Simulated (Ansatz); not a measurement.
# CH4BrClGe: an energy map over bond length Ge2–Br4 and bond length Ge2–H8

A grid of calculations on CH4BrClGe, SMILES [CH3][GeH]([Cl])[Br], to see where the energy is lowest and how it rises around there.

Method: RKS B3LYP-D4/def2-SVP; program: Ansatz 0.2.0.

### 1 The starting structure

SMILES `[CH3][GeH]([Cl])[Br]`, 8 atoms, charge 0, spin multiplicity 1.

Atoms are counted from 1 here; the program's logs count them from 0.

Bond lengths: C1–Ge2 1.950 Å, C1–H5 1.106 Å, C1–H6 1.107 Å, C1–H7 1.107 Å, Ge2–Cl3 2.179 Å, Ge2–Br4 2.327 Å, Ge2–H8 1.548 Å. Angles: Ge2–C1–H5 109.3°, Ge2–C1–H6 109.4°, Ge2–C1–H7 109.3°, H5–C1–H6 109.5°, H5–C1–H7 109.5°, H6–C1–H7 109.8°, C1–Ge2–Cl3 108.6°, C1–Ge2–Br4 108.8°, C1–Ge2–H8 116.2°, Cl3–Ge2–Br4 108.3°, Cl3–Ge2–H8 107.2°, Br4–Ge2–H8 107.4°.

Coordinates:

```xyz
8

C    -0.50184    0.85628    0.46243
Ge    0.43972   -0.55177   -0.50324
Cl    2.24397   -1.06790    0.60371
Br   -0.92297   -2.43594   -0.60066
H    -0.75625    0.49574    1.47667
H     0.14989    1.74823    0.53917
H    -1.43069    1.11552   -0.08145
H     0.87016   -0.21726   -1.95244
```

This geometry comes from a loose relaxation at PBE in a small basis, which is not shown.

### 2 Geometry optimisation

input.yaml

```yaml
crystal:
  periodic: [false, false, false]
  atoms:
    - { symbol: C, position_ang: [-0.501836, 0.85628, 0.46243] }
    - { symbol: Ge, position_ang: [0.439723, -0.551771, -0.503236] }
    - { symbol: Cl, position_ang: [2.243966, -1.067897, 0.603713] }
    - { symbol: Br, position_ang: [-0.922966, -2.435935, -0.600661] }
    - { symbol: H, position_ang: [-0.756252, 0.495741, 1.476666] }
    - { symbol: H, position_ang: [0.14989, 1.748228, 0.539173] }
    - { symbol: H, position_ang: [-1.430687, 1.115516, -0.081449] }
    - { symbol: H, position_ang: [0.870162, -0.217262, -1.952436] }
basis:
  gaussian: { orbitals: def2-SVP }
hamiltonian:
  xc: { name: B3LYP }
  dispersion: d4
output:
  forces: true
relax:
  f_tol: 0.003
  max_steps: 120
```

Launch:

```
> ansatz run input.yaml --threads 1 --pin off --max-ram 2560MiB --backend cpu --events-out ev --progress --plain --runs-dir out
```

Standard output:

```text
Warning: RAYON_NUM_THREADS=1 ignored (pool sized by the plan → 1); use --threads N
The last accepted step is kept in <dir> (removed where the run ends without a failure and the disk answers)
Engine: ansatz 0.2.0, x86_64-unknown-linux-gnu
Functional definition: B3LYP
  parameter a0 = 0.2
  parameter ax = 0.72
  parameter ac = 0.81
  exchange = (1 - a0 - ax)*slater_x + ax*b88_x + a0*exact_x
  correlation = (1 - ac)*vwn_rpa_c + ac*lyp_c
1213 factors; integrals over basis functions are off by at most 3.0e-4 eV
mean field evaluation 1: about -140169.0842 eV, gradient 4.8e1 eV
mean field evaluation 2: about -140165.3832 eV, gradient 5.9e1 eV
mean field evaluation 4: about -140174.1585 eV, gradient 1.2e0 eV
mean field evaluation 8: about -140174.1721 eV, gradient 2.6e-2 eV
mean field -140174.17207022 eV, -5151.3058101143 hartree, gradient 1.4e-5 eV, S^2 0.000000; 0 other end points of the search recorded, 0 dependent functions left out
the calculation of the forces begins
reference -140174.17232864 eV, -5151.3058196110 hartree; 47, 47 occupied and 69, 69 virtual orbitals, 1213 factors
relax step   1: F+E_penalty+E_count = -140174.51437640 eV  Δ(F+E_penalty+E_count) = +0.000e0 eV  max|allowed force component| = 2.214e-1 eV/Å  Δτ_max = 0.0000 Å  (25 SCF iters, accepted)
these checks for a lower state are left out or cut short: starts, cluster_reference, orbital_swaps, neighbouring_geometries, increment
1213 factors; integrals over basis functions are off by at most 2.9e-4 eV
mean field evaluation 16: about -140174.1646 eV, gradient 5.4e-1 eV
mean field -140174.17526111 eV, -5151.3059273773 hartree, gradient 1.7e-5 eV, S^2 0.000000; 0 other end points of the search recorded, 0 dependent functions left out
the calculation of the forces begins
reference -140174.17551925 eV, -5151.3059368636 hartree; 47, 47 occupied and 69, 69 virtual orbitals, 1213 factors
relax step   2: F+E_penalty+E_count = -140174.51795598 eV  Δ(F+E_penalty+E_count) = -3.580e-3 eV  max|allowed force component| = 5.476e-2 eV/Å  Δτ_max = 0.0087 Å  (23 SCF iters, accepted)
these checks for a lower state are left out or cut short: starts, cluster_reference, orbital_swaps, neighbouring_geometries, increment
1213 factors; integrals over basis functions are off by at most 2.9e-4 eV
mean field -140174.17531240 eV, -5151.3059292620 hartree, gradient 8.5e-6 eV, S^2 0.000000; 0 other end points of the search recorded, 0 dependent functions left out
the calculation of the forces begins
reference -140174.17557044 eV, -5151.3059387450 hartree; 47, 47 occupied and 69, 69 virtual orbitals, 1213 factors
relax step   3: F+E_penalty+E_count = -140174.51815838 eV  Δ(F+E_penalty+E_count) = -2.024e-4 eV  max|allowed force component| = 4.293e-3 eV/Å  Δτ_max = 0.0028 Å  (24 SCF iters, accepted)
these checks for a lower state are left out or cut short: starts, cluster_reference, orbital_swaps, neighbouring_geometries, increment
1213 factors; integrals over basis functions are off by at most 2.9e-4 eV
mean field -140174.17533474 eV, -5151.3059300832 hartree, gradient 1.9e-5 eV, S^2 0.000000; 0 other end points of the search recorded, 0 dependent functions left out
the calculation of the forces begins
reference -140174.17559280 eV, -5151.3059395668 hartree; 47, 47 occupied and 69, 69 virtual orbitals, 1213 factors
relax step   4: F+E_penalty+E_count = -140174.51816482 eV  Δ(F+E_penalty+E_count) = -6.445e-6 eV  max|allowed force component| = 1.863e-3 eV/Å  Δτ_max = 0.0013 Å  (19 SCF iters, accepted)
1213 factors; integrals over basis functions are off by at most 2.9e-4 eV
mean field evaluation 32: about -140174.1652 eV, gradient 6.3e-2 eV
mean field -140174.17533474 eV, -5151.3059300833 hartree, gradient 1.9e-5 eV, S^2 0.000000; 1 other end points of the search recorded, 0 dependent functions left out
the calculation of the forces begins
reference -140174.17559280 eV, -5151.3059395668 hartree; 47, 47 occupied and 69, 69 virtual orbitals, 1213 factors
Total energy: -140174.51842288 eV, -5151.3185383398 hartree
Atom 0 at    -0.500544     0.855394     0.459982 Å, force    -0.000936    -0.000920    -0.000495 eV/Å
Atom 1 at     0.439572    -0.549738    -0.504949 Å, force     0.000785     0.000177    -0.000534 eV/Å
Atom 2 at     2.240162    -1.064578     0.602995 Å, force     0.000442    -0.000559     0.000844 eV/Å
Atom 3 at    -0.923123    -2.434419    -0.599732 Å, force     0.000972     0.001863    -0.000007 eV/Å
Atom 4 at    -0.752346     0.495359     1.467101 Å, force    -0.000635    -0.000216     0.001861 eV/Å
Atom 5 at     0.145277     1.742495     0.539142 Å, force     0.001265     0.000213    -0.000169 eV/Å
Atom 6 at    -1.424658     1.115597    -0.076690 Å, force    -0.001364     0.000376    -0.000242 eV/Å
Atom 7 at     0.867660    -0.217210    -1.943649 Å, force    -0.000529    -0.000934    -0.001257 eV/Å
Dipole moment:    -0.183901     0.508517    -0.068696 e Å
```

It took 13 s on 1 thread of AMD EPYC 9R45 (Zen 5), shared host; peak memory 0.33 GiB.

Along the way:

```
step  energy from step 1 (eV)  largest force component (eV/Å)
   1                   0.0000                          0.2214
   2                  -0.0036                          0.0548
   3                  -0.0038                          0.0043
   4                  -0.0038                          0.0019
```

Close pairs (by a distance rule), those that changed most:

```
   bond  before (Å)  after (Å)  change (Å)
 Ge2–H8       1.548      1.537      -0.011
  C1–H5       1.106      1.099      -0.007
  C1–H7       1.107      1.100      -0.007
  C1–H6       1.107      1.100      -0.007
 C1–Ge2       1.950      1.947      -0.003
Ge2–Cl3       2.179      2.176      -0.003
Ge2–Br4       2.327      2.328      +0.000
```

### 3 Setting up the map

- bond length Ge2–Br4: 15 values from 1.909 to 3.491 Å
- bond length Ge2–H8: 15 values from 1.261 to 2.306 Å

Nothing else is relaxed (all other coordinates rigid). Energies count from the relaxed molecule at the same level. Points are written as (first, second).

Below, 3 of the grid's runs; all are launched alike.

### 4 The run at (2.361 Å, 1.559 Å)

input.yaml

```yaml
crystal:
  periodic: [false, false, false]
  atoms:
    - { symbol: C, position_ang: [-0.500544, 0.855394, 0.459982] }
    - { symbol: Ge, position_ang: [0.439572, -0.549738, -0.504949] }
    - { symbol: Cl, position_ang: [2.240162, -1.064578, 0.602995] }
    - { symbol: Br, position_ang: [-0.942649, -2.461424, -0.60109] }
    - { symbol: H, position_ang: [-0.752346, 0.495359, 1.467101] }
    - { symbol: H, position_ang: [0.145277, 1.742495, 0.539142] }
    - { symbol: H, position_ang: [-1.424658, 1.115597, -0.07669] }
    - { symbol: H, position_ang: [0.873666, -0.212544, -1.963834] }
basis:
  gaussian: { orbitals: def2-SVP }
hamiltonian:
  xc: { name: B3LYP }
  dispersion: d4
output:
  forces: true
```

Launch:

```
> ansatz run input.yaml --threads 1 --pin off --max-ram 2560MiB --backend cpu --events-out ev --progress --plain --runs-dir out
```

Standard output:

```text
Warning: RAYON_NUM_THREADS=1 ignored (pool sized by the plan → 1); use --threads N
Engine: ansatz 0.2.0, x86_64-unknown-linux-gnu
Functional definition: B3LYP
  parameter a0 = 0.2
  parameter ax = 0.72
  parameter ac = 0.81
  exchange = (1 - a0 - ax)*slater_x + ax*b88_x + a0*exact_x
  correlation = (1 - ac)*vwn_rpa_c + ac*lyp_c
1131 factors; integrals over basis functions are off by at most 1.3e-3 eV
mean field evaluation 1: about -140168.9728 eV, gradient 4.8e1 eV
mean field evaluation 2: about -140165.2571 eV, gradient 5.9e1 eV
mean field evaluation 4: about -140174.1245 eV, gradient 1.2e0 eV
mean field evaluation 8: about -140174.1665 eV, gradient 5.3e-2 eV
mean field evaluation 16: about -140174.1665 eV, gradient 4.3e-5 eV
mean field -140174.16653063 eV, -5151.3056065381 hartree, gradient 4.3e-5 eV, S^2 0.000000; 0 other end points of the search recorded, 0 dependent functions left out
the calculation of the forces begins
reference -140174.16678984 eV, -5151.3056160638 hartree; 47, 47 occupied and 69, 69 virtual orbitals, 1131 factors
Total energy: -140174.50761390 eV, -5151.3181411169 hartree
Atom 0 at    -0.500544     0.855394     0.459982 Å, force    -0.025829    -0.008602     0.000279 eV/Å
Atom 1 at     0.439572    -0.549738    -0.504949 Å, force    -0.088896    -0.219930    -0.315487 eV/Å
Atom 2 at     2.240162    -1.064578     0.602995 Å, force    -0.024204    -0.005103    -0.013132 eV/Å
Atom 3 at    -0.942649    -2.461424    -0.601090 Å, force     0.236988     0.331934     0.015344 eV/Å
Atom 4 at    -0.752346     0.495359     1.467101 Å, force     0.000222    -0.002959     0.000916 eV/Å
Atom 5 at     0.145277     1.742495     0.539142 Å, force     0.009914    -0.004780    -0.005849 eV/Å
Atom 6 at    -1.424658     1.115597    -0.076690 Å, force    -0.000256    -0.001541    -0.000045 eV/Å
Atom 7 at     0.873666    -0.212544    -1.963834 Å, force    -0.107940    -0.089018     0.317974 eV/Å
Dipole moment:    -0.167969     0.532269    -0.058907 e Å
```

Run time: 2.5 s. Hardware: 1 thread of AMD EPYC 9R45 (Zen 5), shared host; peak memory 0.3 GiB.

On the map this point reads 0.011 eV.

### 5 Grid point (3.152 Å, 2.231 Å)

Changes to input.yaml since step 4:

```diff
@@ -6,3 +6,3 @@
     - { symbol: Cl, position_ang: [2.240162, -1.064578, 0.602995] }
-    - { symbol: Br, position_ang: [-0.942649, -2.461424, -0.60109] }
+    - { symbol: Br, position_ang: [-1.405731, -3.101891, -0.6333] }
     - { symbol: H, position_ang: [-0.752346, 0.495359, 1.467101] }
@@ -10,3 +10,3 @@
     - { symbol: H, position_ang: [-1.424658, 1.115597, -0.07669] }
-    - { symbol: H, position_ang: [0.873666, -0.212544, -1.963834] }
+    - { symbol: H, position_ang: [1.060781, -0.067199, -2.592679] }
 basis:
```

Launch:

```
> ansatz run input.yaml --threads 1 --pin off --max-ram 2560MiB --backend cpu --events-out ev --progress --plain --runs-dir out
```

Standard output:

```text
Warning: RAYON_NUM_THREADS=1 ignored (pool sized by the plan → 1); use --threads N
Engine: ansatz 0.2.0, x86_64-unknown-linux-gnu
Functional definition: B3LYP
  parameter a0 = 0.2
  parameter ax = 0.72
  parameter ac = 0.81
  exchange = (1 - a0 - ax)*slater_x + ax*b88_x + a0*exact_x
  correlation = (1 - ac)*vwn_rpa_c + ac*lyp_c
1132 factors; integrals over basis functions are off by at most 1.1e-3 eV
mean field evaluation 1: about -140164.5805 eV, gradient 5.0e1 eV
mean field evaluation 2: about -140146.2679 eV, gradient 8.7e1 eV
mean field evaluation 4: about -140170.6855 eV, gradient 8.3e0 eV
mean field evaluation 8: about -140170.9266 eV, gradient 9.8e-1 eV
mean field evaluation 16: about -140170.9295 eV, gradient 6.3e-4 eV
mean field -140170.92945438 eV, -5151.1866461799 hartree, gradient 2.5e-5 eV, S^2 0.000000; 0 other end points of the search recorded, 0 dependent functions left out
the calculation of the forces begins
reference -140170.92974616 eV, -5151.1866569026 hartree; 47, 47 occupied and 69, 69 virtual orbitals, 1132 factors
Total energy: -140171.26415523 eV, -5151.1989462093 hartree
Atom 0 at    -0.500544     0.855394     0.459982 Å, force    -0.438481     0.183755     0.093227 eV/Å
Atom 1 at     0.439572    -0.549738    -0.504949 Å, force     0.122693    -1.131363    -2.633511 eV/Å
Atom 2 at     2.240162    -1.064578     0.602995 Å, force    -0.293667    -0.011874    -0.171173 eV/Å
Atom 3 at    -1.405731    -3.101891    -0.633300 Å, force     1.284280     1.823431     0.102797 eV/Å
Atom 4 at    -0.752346     0.495359     1.467101 Å, force     0.030095    -0.098771     0.015684 eV/Å
Atom 5 at     0.145277     1.742495     0.539142 Å, force     0.145046    -0.057536    -0.084825 eV/Å
Atom 6 at    -1.424658     1.115597    -0.076690 Å, force     0.024834    -0.042005    -0.020223 eV/Å
Atom 7 at     1.060781    -0.067199    -2.592679 Å, force    -0.874799    -0.665638     2.698025 eV/Å
Dipole moment:     0.151951     1.014895     0.187955 e Å
```

Run time: 2.5 s. Hardware: 1 thread of AMD EPYC 9R45 (Zen 5), shared host; peak memory 0.29 GiB.

That is 3.25 eV from the zero.

### 6 Point (2.248 Å, 1.783 Å)

Changes to input.yaml since step 5:

```diff
@@ -6,3 +6,3 @@
     - { symbol: Cl, position_ang: [2.240162, -1.064578, 0.602995] }
-    - { symbol: Br, position_ang: [-1.405731, -3.101891, -0.6333] }
+    - { symbol: Br, position_ang: [-0.876494, -2.369928, -0.596489] }
     - { symbol: H, position_ang: [-0.752346, 0.495359, 1.467101] }
@@ -10,3 +10,3 @@
     - { symbol: H, position_ang: [-1.424658, 1.115597, -0.07669] }
-    - { symbol: H, position_ang: [1.060781, -0.067199, -2.592679] }
+    - { symbol: H, position_ang: [0.936038, -0.164096, -2.173449] }
 basis:
```

Launch:

```
> ansatz run input.yaml --threads 1 --pin off --max-ram 2560MiB --backend cpu --events-out ev --progress --plain --runs-dir out
```

Standard output:

```text
Warning: RAYON_NUM_THREADS=1 ignored (pool sized by the plan → 1); use --threads N
Engine: ansatz 0.2.0, x86_64-unknown-linux-gnu
Functional definition: B3LYP
  parameter a0 = 0.2
  parameter ax = 0.72
  parameter ac = 0.81
  exchange = (1 - a0 - ax)*slater_x + ax*b88_x + a0*exact_x
  correlation = (1 - ac)*vwn_rpa_c + ac*lyp_c
1131 factors; integrals over basis functions are off by at most 1.1e-3 eV
mean field evaluation 1: about -140168.5498 eV, gradient 4.8e1 eV
mean field evaluation 2: about -140164.6813 eV, gradient 5.9e1 eV
mean field evaluation 4: about -140173.7244 eV, gradient 1.4e0 eV
mean field evaluation 8: about -140173.7675 eV, gradient 4.3e-2 eV
mean field -140173.76752210 eV, -5151.2909432451 hartree, gradient 7.6e-5 eV, S^2 0.000000; 0 other end points of the search recorded, 0 dependent functions left out
the calculation of the forces begins
reference -140173.76778424 eV, -5151.2909528785 hartree; 47, 47 occupied and 69, 69 virtual orbitals, 1131 factors
Total energy: -140174.12354014 eV, -5151.3040266667 hartree
Atom 0 at    -0.500544     0.855394     0.459982 Å, force     0.029882     0.160577    -0.050736 eV/Å
Atom 1 at     0.439572    -0.549738    -0.504949 Å, force     1.243925     1.272790    -2.082965 eV/Å
Atom 2 at     2.240162    -1.064578     0.602995 Å, force     0.045289     0.020300     0.000456 eV/Å
Atom 3 at    -0.876494    -2.369928    -0.596489 Å, force    -0.684841    -0.970423    -0.067013 eV/Å
Atom 4 at    -0.752346     0.495359     1.467101 Å, force     0.018939    -0.046060     0.004979 eV/Å
Atom 5 at     0.145277     1.742495     0.539142 Å, force    -0.019190     0.001856     0.005350 eV/Å
Atom 6 at    -1.424658     1.115597    -0.076690 Å, force     0.008101    -0.003292    -0.007373 eV/Å
Atom 7 at     0.936038    -0.164096    -2.173449 Å, force    -0.642104    -0.435749     2.197303 eV/Å
Dipole moment:    -0.253262     0.427097     0.000563 e Å
```

It took 2.4 s on 1 thread of AMD EPYC 9R45 (Zen 5), shared host; peak memory 0.3 GiB.

Energy on the map's scale: 0.39 eV.

### 7 All points together

225 points were computed. Energies in eV, from the relaxed molecule at the same level:

```tsv
bond length Ge2–H8 (Å) ↓, bond length Ge2–Br4 (Å) →	1.909	2.022	2.135	2.248	2.361	2.474	2.587	2.700	2.813	2.926	3.039	3.152	3.265	3.378	3.491
2.306	3.94	2.77	2.16	1.91	1.88	1.99	2.18	2.42	2.68	2.95	3.21	3.47	3.71	3.94	4.15
2.231	3.72	2.56	1.94	1.68	1.65	1.76	1.96	2.20	2.46	2.73	3.00	3.25	3.50	3.73	3.94
2.157	3.50	2.34	1.72	1.46	1.43	1.54	1.74	1.98	2.24	2.51	2.78	3.04	3.28	3.51	3.73
2.082	3.28	2.11	1.49	1.23	1.20	1.31	1.51	1.75	2.02	2.29	2.55	2.81	3.06	3.29	3.51
2.007	3.06	1.89	1.27	1.00	0.97	1.08	1.28	1.52	1.79	2.06	2.33	2.59	2.84	3.07	3.29
1.933	2.85	1.67	1.05	0.78	0.75	0.86	1.06	1.30	1.57	1.85	2.12	2.38	2.63	2.86	3.08
1.858	2.65	1.47	0.85	0.58	0.55	0.65	0.85	1.10	1.37	1.64	1.92	2.18	2.43	2.66	2.88
1.783	2.48	1.29	0.66	0.39	0.36	0.47	0.66	0.91	1.18	1.45	1.73	2.00	2.25	2.48	2.71
1.709	2.33	1.14	0.51	0.24	0.20	0.31	0.50	0.74	1.01	1.29	1.57	1.84	2.09	2.33	2.55
1.634	2.21	1.02	0.38	0.11	0.08	0.18	0.38	0.62	0.89	1.17	1.44	1.71	1.97	2.21	2.43
1.559	2.16	0.96	0.32	0.05	0.01	0.12	0.31	0.56	0.83	1.10	1.38	1.65	1.91	2.15	2.37
1.485	2.19	0.98	0.35	0.07	0.03	0.14	0.34	0.58	0.85	1.13	1.40	1.67	1.93	2.17	2.40
1.410	2.34	1.13	0.49	0.21	0.17	0.28	0.48	0.72	0.99	1.27	1.55	1.82	2.08	2.32	2.54
1.335	2.65	1.44	0.80	0.52	0.48	0.59	0.78	1.03	1.30	1.58	1.86	2.13	2.38	2.63	2.85
1.261	3.18	1.97	1.32	1.04	1.00	1.11	1.31	1.55	1.82	2.10	2.38	2.65	2.91	3.15	3.38
```

On the same grid, dipole moment (D):

```csv
"bond length Ge2–H8 (Å) ↓, bond length Ge2–Br4 (Å) →",1.909,2.022,2.135,2.248,2.361,2.474,2.587,2.700,2.813,2.926,3.039,3.152,3.265,3.378,3.491
2.306,2.67,2.50,2.45,2.51,2.69,2.95,3.27,3.62,3.98,4.33,4.67,4.99,5.29,5.57,5.83
2.231,2.58,2.43,2.39,2.47,2.66,2.94,3.27,3.62,3.98,4.34,4.68,5.01,5.32,5.60,5.87
2.157,2.50,2.36,2.34,2.44,2.64,2.93,3.26,3.62,3.99,4.35,4.70,5.03,5.34,5.63,5.90
2.082,2.43,2.31,2.30,2.41,2.63,2.93,3.27,3.63,4.00,4.37,4.72,5.05,5.37,5.66,5.94
2.007,2.37,2.26,2.26,2.39,2.62,2.93,3.27,3.64,4.02,4.38,4.74,5.08,5.40,5.70,5.97
1.933,2.32,2.22,2.24,2.38,2.62,2.93,3.28,3.65,4.03,4.40,4.76,5.10,5.42,5.73,6.01
1.858,2.28,2.20,2.23,2.38,2.63,2.94,3.30,3.67,4.05,4.42,4.78,5.13,5.45,5.76,6.04
1.783,2.25,2.18,2.23,2.38,2.64,2.96,3.31,3.69,4.07,4.44,4.81,5.15,5.48,5.79,6.08
1.709,2.24,2.18,2.23,2.40,2.65,2.97,3.33,3.71,4.09,4.47,4.83,5.18,5.51,5.82,6.11
1.634,2.23,2.18,2.24,2.41,2.67,2.99,3.35,3.73,4.11,4.49,4.85,5.20,5.53,5.85,6.14
1.559,2.23,2.19,2.26,2.44,2.70,3.02,3.37,3.75,4.13,4.51,4.87,5.22,5.56,5.87,6.17
1.485,2.24,2.21,2.28,2.46,2.72,3.04,3.39,3.77,4.15,4.53,4.89,5.24,5.58,5.89,6.19
1.410,2.26,2.23,2.31,2.48,2.74,3.06,3.41,3.79,4.17,4.54,4.91,5.26,5.59,5.91,6.21
1.335,2.28,2.25,2.33,2.51,2.77,3.08,3.43,3.80,4.18,4.56,4.92,5.27,5.61,5.92,6.22
1.261,2.30,2.28,2.36,2.53,2.79,3.10,3.45,3.82,4.19,4.57,4.93,5.28,5.62,5.93,6.23
```

On the same grid, largest force on an atom (eV/Å):

```tsv
bond length Ge2–H8 (Å) ↓, bond length Ge2–Br4 (Å) →	1.909	2.022	2.135	2.248	2.361	2.474	2.587	2.700	2.813	2.926	3.039	3.152	3.265	3.378	3.491
2.306	13.5	8.0	4.7	3.1	2.9	2.9	2.9	2.9	2.9	2.9	2.9	2.8	2.8	2.8	2.8
2.231	13.6	8.1	4.8	3.2	3.0	3.0	3.0	3.0	3.0	2.9	2.9	2.9	2.9	2.9	2.8
2.157	13.6	8.1	4.9	3.3	3.1	3.1	3.0	3.0	3.0	3.0	3.0	3.0	3.0	2.9	2.9
2.082	13.7	8.2	4.9	3.3	3.1	3.1	3.1	3.0	3.0	3.0	3.0	3.0	3.0	3.0	2.9
2.007	13.7	8.2	4.9	3.3	3.0	3.0	3.0	3.0	3.0	2.9	2.9	2.9	2.9	2.9	2.9
1.933	13.7	8.1	4.8	3.2	2.9	2.9	2.9	2.9	2.9	2.8	2.8	2.7	2.7	2.8	2.7
1.858	13.7	8.0	4.7	3.0	2.6	2.6	2.6	2.7	2.7	2.6	2.6	2.6	2.5	2.5	2.5
1.783	13.7	7.9	4.5	2.7	2.3	2.4	2.4	2.4	2.5	2.5	2.4	2.4	2.3	2.3	2.3
1.709	13.8	7.7	4.3	2.4	1.9	1.9	2.0	2.3	2.4	2.5	2.4	2.3	2.2	2.0	1.9
1.634	13.8	7.7	3.9	1.9	1.3	1.4	2.0	2.3	2.4	2.5	2.4	2.3	2.2	2.0	1.9
1.559	13.9	7.8	3.8	1.2	0.4	1.4	2.0	2.3	2.4	2.5	2.4	2.3	2.2	2.1	1.9
1.485	13.9	7.8	3.8	1.2	1.1	1.7	2.1	2.3	2.4	2.5	2.4	2.3	2.2	2.1	1.9
1.410	14.0	7.8	3.8	2.9	2.9	3.4	3.7	3.8	3.8	3.8	3.8	3.7	3.6	3.5	3.5
1.335	14.0	7.9	5.5	5.4	5.5	5.8	6.1	6.2	6.2	6.2	6.2	6.1	6.1	6.0	5.9
1.261	14.1	9.2	8.9	8.9	8.9	9.2	9.4	9.5	9.5	9.6	9.5	9.5	9.4	9.4	9.3
```

### 8 Outcome

```
                       quantity                                                                               value
                   lowest point                                                        (2.361 Å, 1.559 Å), 0.011 eV
         highest computed point                                        (3.491 Å, 2.306 Å), 4.14 eV above the lowest
              dipole moment (D)  2.18 at (2.022 Å, 1.709 Å) to 6.23 at (3.491 Å, 1.261 Å); 2.70 at the lowest point
largest force on an atom (eV/Å)    0.4 at (2.361 Å, 1.559 Å) to 14.1 at (1.909 Å, 1.261 Å); 0.4 at the lowest point
        time for the whole task                                                    9.6 min on 1 thread, shared host
```

The lowest computed point is at (2.361 Å, 1.559 Å), 0.011 eV from the relaxed molecule at the same level. No other kind of well shows on this grid. The highest computed point, (3.491 Å, 2.306 Å), lies 4.14 eV above the lowest. Round the minimum the two coordinates are nearly uncoupled.
